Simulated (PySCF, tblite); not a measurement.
# C₅H₇BGe: geometry, infrared bands and NMR shifts

Aim: predict the infrared bands and NMR shifts of C₅H₇BGe (`C#[C][GeH2][BH]C1C=C1`).

The runs use tblite 0.8.0 and PySCF 2.14.0, with density-fitted response routines of our own; the level of theory stands in each step. All values are computed, except where a source is named. Atoms count from 0, in the outputs and in this text.

### Step 1. The starting structure

14 atoms, charge 0, multiplicity 1; geometry from: force field or distance geometry start.

Bonds of the start (Å): C0–C1 1.22, C1–Ge2 1.88, Ge2–B3 2.01, B3–C4 1.58, C4–C5 1.49, C5–C6 1.32, C6–C4 1.47, C0–H7 1.07, Ge2–H8 1.56, Ge2–H9 1.57, B3–H10 1.19, C4–H11 1.10, C5–H12 1.09, C6–H13 1.08.

### Step 2. Relaxing the molecule with GFN2-xTB

Job settings and geometry (Å):

```
{"job": {"kind": "relax", "xc": "GFN2-xTB", "basis": "xTB"}, "charge": 0, "multiplicity": 1}
C      2.575500    -1.524000     0.144600
C      2.068400    -0.442500     0.407100
Ge     1.323300     1.233400     0.838100
B     -0.676900     1.210800     0.628500
C     -1.400100     0.185100    -0.336500
C     -1.278700    -1.226400     0.121200
C     -2.475300    -0.668900     0.201800
H      2.995100    -2.476900    -0.094000
H      1.963900     2.268500    -0.135200
H      1.673800     1.657100     2.305400
H     -1.270100     2.219200     0.855300
H     -1.398900     0.389800    -1.422100
H     -0.585300    -2.049800     0.264700
H     -3.515300    -0.776000     0.478900
```

Launch:

```
$ OMP_NUM_THREADS=1 python probes_run.py task.json out
```

The driver reads the jobs from task.json and runs them one after another.

Output:

```text
step      E/eV     max force
  0    -467.96746    2.352
  1    -468.04285    4.882
  2    -468.15151    1.658
  3    -468.21121    0.780
  4    -468.26153    0.762
  5    -468.28611    1.181
  6    -468.30561    0.341
  7    -468.31278    0.209
  8    -468.31794    0.202
  9    -468.32295    0.221
 10    -468.32849    0.240
 11    -468.33278    0.195
 12    -468.33515    0.111
 13    -468.33654    0.098
 14    -468.33825    0.099
 15    -468.34061    0.140
 16    -468.34300    0.135
 17    -468.34453    0.088
 18    -468.34521    0.053
 19    -468.34562    0.052
 20    -468.34610    0.063
 21    -468.34676    0.080
 22    -468.34752    0.081
 23    -468.34816    0.060
 24    -468.34862    0.045
 25    -468.34900    0.050
 26    -468.34943    0.073
 27    -468.34988    0.079
 28    -468.35027    0.058
 29    -468.35056    0.046
 30    -468.35084    0.054
 31    -468.35118    0.063
 32    -468.35153    0.071
 33    -468.35180    0.047
 34    -468.35197    0.031
 35    -468.35211    0.036
 36    -468.35230    0.060
 37    -468.35255    0.069
 38    -468.35282    0.050
 39    -468.35309    0.044
 40    -468.35334    0.051
 41    -468.35364    0.062
 42    -468.35400    0.064
 43    -468.35441    0.078
 44    -468.35483    0.075
 45    -468.35522    0.050
 46    -468.35558    0.058
 47    -468.35605    0.063
 48    -468.35688    0.096
 49    -468.35853    0.157
 50    -468.36125    0.223
 51    -468.36417    0.261
 52    -468.36133    0.346
 53    -468.37065    0.205
 54    -468.37430    0.181
 55    -468.38059    0.248
 56    -468.38865    0.737
 57    -468.40015    0.321
 58    -468.40978    0.197
 59    -468.42506    0.529
 60    -468.43528    0.357
 61    -468.44584    0.314
 62    -468.45924    0.405
 63    -468.46948    0.263
 64    -468.47790    0.288
 65    -468.49173    0.495
 66    -468.50756    0.301
 67    -468.51825    0.339
 68    -468.53167    0.811
 69    -468.54077    0.513
 70    -468.56071    0.271
 71    -468.57859    0.439
 72    -468.59247    0.431
 73    -468.60347    0.306
 74    -468.61426    0.337
 75    -468.62373    0.385
 76    -468.63506    0.335
 77    -468.64457    0.507
 78    -468.65083    0.193
 79    -468.65517    0.258
 80    -468.65821    0.285
 81    -468.66038    0.114
 82    -468.66259    0.105
 83    -468.66541    0.279
 84    -468.66832    0.296
 85    -468.67190    0.228
 86    -468.67576    0.156
 87    -468.67801    0.176
 88    -468.68014    0.129
 89    -468.68200    0.124
 90    -468.68376    0.082
 91    -468.68505    0.120
 92    -468.68672    0.104
 93    -468.68788    0.095
 94    -468.68879    0.062
 95    -468.68937    0.064
 96    -468.68973    0.040
 97    -468.68991    0.045
 98    -468.69010    0.042
 99    -468.69025    0.036
100    -468.69041    0.033
101    -468.69060    0.032
102    -468.69085    0.055
103    -468.69121    0.067
104    -468.69163    0.060
105    -468.69206    0.060
106    -468.69243    0.055
107    -468.69276    0.060
108    -468.69316    0.079
109    -468.69373    0.071
110    -468.69435    0.062
111    -468.69482    0.040
112    -468.69507    0.040
113    -468.69519    0.032
114    -468.69532    0.030
115    -468.69551    0.038
116    -468.69581    0.055
117    -468.69620    0.063
118    -468.69662    0.059
119    -468.69694    0.046
120    -468.69718    0.043
121    -468.69740    0.046
122    -468.69761    0.036
123    -468.69775    0.029
124    -468.69784    0.023
125    -468.69791    0.027
126    -468.69798    0.020
127    -468.69804    0.020
128    -468.69809    0.024
129    -468.69812    0.014
130    -468.69815    0.014
131    -468.69817    0.016
132    -468.69819    0.020
133    -468.69822    0.027
134    -468.69827    0.028
135    -468.69833    0.024
136    -468.69838    0.018
137    -468.69842    0.016
138    -468.69845    0.022
139    -468.69847    0.018
140    -468.69850    0.011
141    -468.69851    0.008
```

It took 2.8 s on 1 thread of Intel Xeon at 2.50GHz, shared host.

Along the way: (not every step is listed)

| step | energy from step 0 (eV) | largest force (eV/Å) |
| --- | --- | --- |
| 0 | 0.0000 | 2.3522 |
| 1 | -0.0754 | 4.8821 |
| 2 | -0.1840 | 1.6581 |
| 3 | -0.2437 | 0.7801 |
| 4 | -0.2941 | 0.7624 |
| 5 | -0.3186 | 1.1814 |
| 6 | -0.3381 | 0.3413 |
| 7 | -0.3453 | 0.2088 |
| 8 | -0.3505 | 0.2018 |
| 20 | -0.3786 | 0.0626 |
| 32 | -0.3841 | 0.0709 |
| 44 | -0.3874 | 0.0754 |
| 56 | -0.4212 | 0.7375 |
| 68 | -0.5642 | 0.8114 |
| 80 | -0.6907 | 0.2853 |
| 92 | -0.7193 | 0.1043 |
| 104 | -0.7242 | 0.0595 |
| 116 | -0.7283 | 0.0554 |
| 128 | -0.7306 | 0.0244 |
| 136 | -0.7309 | 0.0178 |
| 137 | -0.7310 | 0.0157 |
| 138 | -0.7310 | 0.0220 |
| 139 | -0.7310 | 0.0185 |
| 140 | -0.7310 | 0.0114 |
| 141 | -0.7310 | 0.0081 |

Distances of close pairs at the start and the end, largest changes first:

| bond | before (Å) | after (Å) | change (Å) |
| --- | --- | --- | --- |
| C4–C6 | 1.475 | 1.543 | +0.068 |
| B3–C4 | 1.583 | 1.521 | -0.062 |
| Ge2–H9 | 1.567 | 1.512 | -0.055 |
| C4–C5 | 1.489 | 1.542 | +0.053 |
| Ge2–H8 | 1.559 | 1.509 | -0.049 |
| C5–C6 | 1.323 | 1.282 | -0.041 |
| C5–H12 | 1.086 | 1.060 | -0.026 |
| C1–Ge2 | 1.884 | 1.908 | +0.024 |

The end geometry stands in the next job.

### Step 3. Vibrational analysis with GFN2-xTB

Job settings and geometry (Å):

```
{"job": {"kind": "ir", "xc": "GFN2-xTB", "basis": "xTB"}, "charge": 0, "multiplicity": 1}
C      2.493206    -1.515492     0.241432
C      1.929885    -0.493187     0.532078
Ge     1.015072     1.130618     0.942186
B     -0.604673     1.446120    -0.220236
C     -1.611904     0.314893    -0.362044
C     -1.147567    -1.149624    -0.227102
C     -1.786563    -0.698749     0.788247
H      2.997070    -2.408544    -0.000652
H      2.128268     2.149387     0.928235
H      0.737829     0.975099     2.420010
H     -0.784037     2.465774    -0.766324
H     -2.500027     0.451511    -0.983886
H     -0.634063    -1.893265    -0.780969
H     -2.233175    -0.775013     1.746886
```

Output:

```text
mode    cm-1     km/mol
  1      17.9      0.16
  2      72.7      0.50
  3     105.7      0.83
  4     137.3      0.22
  5     199.4      0.49
  6     209.3      2.50
  7     253.5     11.09
  8     337.4     43.33
  9     430.3     15.96
 10     502.6     40.75
 11     590.9      7.01
 12     610.9      3.67
 13     625.3     38.96
 14     658.7     22.75
 15     673.5     18.44
 16     703.9     43.74
 17     713.2    162.20
 18     737.1     46.72
 19     739.9     41.01
 20     860.0     15.09
 21     872.2      6.80
 22     874.7    258.54
 23     923.8      5.57
 24    1051.7     15.07
 25    1086.7     31.03
 26    1165.9    130.31
 27    1314.4     10.22
 28    1806.0     10.76
 29    1913.7    420.68
 30    1964.5    580.48
 31    2184.5      5.58
 32    2641.5    150.01
 33    2931.3    122.42
 34    3238.6      0.08
 35    3268.2      0.34
 36    3336.4      2.17
```

It took 1.2 s on 1 thread of Intel Xeon at 2.50GHz, shared host.

Which atoms move in the most intense modes:

| cm⁻¹ | km/mol | atoms |
| --- | --- | --- |
| 713 | 162.2 | H9 32 %, H8 28 %, H7 10 % |
| 737 | 46.7 | H12 22 %, H13 20 %, C5 20 %, C6 14 % |
| 875 | 258.5 | H8 45 %, H9 45 % |
| 1166 | 130.3 | B3 45 %, C4 32 %, H11 10 % |
| 1914 | 420.7 | H9 72 %, H8 27 % |
| 1964 | 580.5 | H8 71 %, H9 27 % |
| 2642 | 150.0 | H10 92 % |
| 2931 | 122.4 | H11 93 % |

### Step 4. NMR shieldings: PBE0/pcSseg-1

The job, as its differences from that of step 3:

```diff
@@ -1,2 +1,2 @@
-{"job": {"kind": "ir", "xc": "GFN2-xTB", "basis": "xTB"}, "charge": 0, "multiplicity": 1}
+{"job": {"kind": "nmr", "xc": "PBE0", "basis": "pcSseg-1"}, "charge": 0, "multiplicity": 1}
 C      2.493206    -1.515492     0.241432
```

With the program's defaults for keys left out, this is: GIAO PBE0/pcSseg-1 NMR shielding, non-relativistic, gas phase.

Output:

```text
coarse grid: 55800 points
cycle   1  E = -2295.5318777071  dE =  2.714e-01  |g| = 9.329e-01  |ddm| = 3.661e+00
cycle   2  E = -2295.5142944607  dE =  1.758e-02  |g| = 9.363e-01  |ddm| = 1.222e+00
cycle   3  E = -2295.6148570594  dE = -1.006e-01  |g| = 1.114e-01  |ddm| = 7.030e-01
cycle   4  E = -2295.6157132481  dE = -8.562e-04  |g| = 7.998e-02  |ddm| = 1.213e-01
cycle   5  E = -2295.6172342686  dE = -1.521e-03  |g| = 1.470e-02  |ddm| = 6.115e-02
cycle   6  E = -2295.6172865717  dE = -5.230e-05  |g| = 4.571e-03  |ddm| = 1.466e-02
cycle   7  E = -2295.6172910025  dE = -4.431e-06  |g| = 1.727e-03  |ddm| = 4.343e-03
final grid: 117896 points
cycle   8  E = -2295.6173069603  dE =  1.920e-06  |g| = 3.280e-03  |ddm| = 4.027e-03
cycle   9  E = -2295.6172989439  dE =  8.016e-06  |g| = 6.520e-03  |ddm| = 6.815e-03
cycle  10  E = -2295.6173096539  dE = -1.071e-05  |g| = 2.830e-04  |ddm| = 4.573e-03
cycle  11  E = -2295.6173096739  dE = -1.998e-08  |g| = 8.374e-05  |ddm| = 2.703e-04
cycle  12  E = -2295.6173096757  dE = -1.775e-09  |g| = 8.303e-06  |ddm| = 6.486e-05
cycle  13  E = -2295.6173096757  dE = -1.637e-11  |g| = 2.644e-06  |ddm| = 1.002e-05
converged SCF energy = -2295.6173096757

GIAO shielding tensors (ppm)
atom      isotropic    diamagn.    paramagn.     s11        s22        s33       span
  0 C       83.906     260.548    -176.642     -2.471     -0.302    254.491    256.962
  1 C      100.914     268.608    -167.694      1.899      8.782    292.061    290.162
  2 Ge    1641.271    2753.974   -1112.704   1566.604   1667.919   1689.289    122.685
  3 B       -1.055     189.720    -190.775    -79.540    -45.532    121.908    201.448
  4 C      150.774     247.767     -96.993     59.915    154.056    238.351    178.436
  5 C       66.084     252.957    -186.872    -74.292    109.040    163.505    237.797
  6 C       75.904     257.890    -181.986    -56.881    122.077    162.516    219.396
  7 H       30.107      33.751      -3.644     24.491     25.110     40.721     16.230
  8 H       27.745      27.073       0.672     20.585     23.079     39.570     18.985
  9 H       27.924      27.972      -0.048     21.791     23.167     38.815     17.024
 10 H       22.353      28.852      -6.499     15.162     25.564     26.334     11.172
 11 H       29.044      29.873      -0.829     22.567     26.713     37.850     15.283
 12 H       24.334      32.985      -8.651     19.958     26.254     26.792      6.833
 13 H       24.889      32.723      -7.834     21.148     25.455     28.064      6.916
```

Run time: 89 s. Hardware: 1 thread of Intel Xeon at 2.50GHz, shared host; peak memory 0.95 GiB.

Shifts follow as δ = σ(reference) − σ, with reference shieldings (ppm) from runs at the same level and on the same kind of geometry: ¹H TMS 31.72, ¹³C TMS 186.9, ¹¹B BF3·OEt2 100.1, ⁷³Ge GeMe4 1331. The references are single molecules in the gas phase. Atoms listed in one row are averaged.

| atoms | environment | σ (ppm) | δ (ppm) |
| --- | --- | --- | --- |
| C5, C6 | alkene CH | 71.0 | 115.9 |
| C0 | terminal alkyne carbon | 83.9 | 103.0 |
| C1 | alkyne carbon | 100.9 | 86.0 |
| C4 | three-membered-ring carbon | 150.8 | 36.2 |
| H10 | hydrogen on a boron bonded to C, Ge | 22.35 | 9.36 |
| H12, H13 | hydrogen on an alkene CH | 24.61 | 7.11 |
| H8, H9 | hydrogen on a germanium bonded to C, B | 27.83 | 3.88 |
| H11 | hydrogen on a three-membered-ring carbon | 29.04 | 2.67 |
| H7 | hydrogen on a terminal alkyne carbon | 30.11 | 1.61 |
| Ge2 | germanium bonded to C, B, 2 H | 1641 | -310 |
| B3 | boron bonded to C, Ge, H | -1.1 | 101.1 |

The run also stored atomic charges by several schemes (e):

| atoms | Mulliken | IAO | Hirshfeld | ESP fit |
| --- | --- | --- | --- | --- |
| C0 | -0.34 | -0.23 | -0.11 | -0.39 |
| C1 | -0.13 | -0.28 | -0.16 | -0.13 |
| Ge2 | 0.27 | 0.49 | 0.26 | 0.30 |
| B3 | 0.23 | -0.09 | 0.08 | 0.16 |
| C4 | -0.39 | -0.25 | -0.12 | -0.07 |
| C5, C6 | -0.02 | -0.12 | -0.02 | -0.20 |

Mayer bond orders: C0–C1 2.69, C1–Ge2 0.76, Ge2–B3 0.94, B3–C4 1.07, C4–C5 0.84, C5–C6 1.76, C6–C4 0.84.

Ring of atoms C4, C5, C6: NICS(0) -30.3, NICS(1) -4.8, NICS(1)zz -18.6 ppm (means of both faces; NICS(1) differs between them: -5.9 and -3.7).

In rings of three or four atoms NICS is ruled by the nearby σ bonds, so it says little on aromaticity.

Orbitals, density, ELF and potential are computed afterwards from the orbital file.

Frontier orbitals at PBE0/pcSseg-1, with the share of their density that lies nearest to each atom:

| orbital | energy (eV) | lies on |
| --- | --- | --- |
| HOMO | -7.34 | C0, C5, C6 about 15 % each; C1 12 %; B3 11 % |
| LUMO | -1.98 | B3 50 %; H10 12 %; C5, C6 about 6 % each |

ELF in a plane through or near 6 of the atoms.

Ten even steps from '0' (0.00) to '9' (1.00):
```
0000000000000000000000000000
0000000000000000000000000000
0000000014530000000000000000
0000000299994000000000000000
0000000899997100123100000000
0000000699996332477400000000
0000000047611386465200000000
0000000113223393213100000000
0000012567611584277310000000
0000246753873334865675100000
0000257873561002531898300000
0000266638730156774464100000
0000699347610461163000000000
0002999965301898565100000000
0000699721002999744200000000
0000012000000685211000000000
0000000000000000000000000000
0000000000000000000000000000
0000000000000000000000000000
0000000000000000000000000000
```
The map spans 12.0 Å across and 10.4 Å up, centred on the molecule. Atoms in the plane (x, y in Å): C0 (-2.7, -0.9), C1 (-2.0, 0.0), C4 (1.7, -0.2), C5 (0.9, -1.4), H7 (-3.4, -1.7), H8 (-1.6, 2.6).

On the surface of density 0.002 e/bohr³ the electrostatic potential runs, from the 1st to the 99th percentile, from -1.07 V near C1 to 1.42 V near H13.

### Step 5. Outcome

```
                                                               quantity                             value
                              strongest single infrared mode (GFN2-xTB)             1964 cm⁻¹, 580 km/mol
                                           zero-point energy (GFN2-xTB)                     56.8 kcal/mol
¹³C shifts against TMS (PBE0/pcSseg-1, means over atoms taken as alike)      115.9, 103.0, 86.0, 36.2 ppm
 ¹H shifts against TMS (PBE0/pcSseg-1, means over atoms taken as alike)  9.36, 7.11, 3.88, 2.67, 1.61 ppm
                              ⁷³Ge shifts against GeMe4 (PBE0/pcSseg-1)                          -310 ppm
                            ¹¹B shifts against BF3·OEt2 (PBE0/pcSseg-1)                         101.1 ppm
                                  surface potential, 1st and 99th percentile                -1.07 V and 1.42 V
```

**Reading.** Over 141 steps the energy fell by 0.731 eV; of the close pairs, C4–C6 changed most, 1.475 to 1.543 Å. No mode is imaginary among the 36: a minimum at this level. The strongest single mode, at 1964 cm⁻¹, moves mainly H8. Unscaled tight-binding wavenumbers are off by several per cent, some by more. Its intensities can rank the bands wrongly. C5, C6 (mean) (alkene CH) lies farthest downfield among carbon, at 115.9 ppm; as expected for a trigonal carbon in a double bond. At PBE0/pcSseg-1: The largest span, 290 ppm, is at C1, where the paramagnetic term is -168 ppm. By nearest atom (PBE0/pcSseg-1), the HOMO sits on C0, C5, C6 about 15 % each; C1 12 % and the LUMO on B3 50 %; H10 12 %. Spin-orbit coupling is left out, which matters for shieldings and couplings at and beside the heavy atoms.
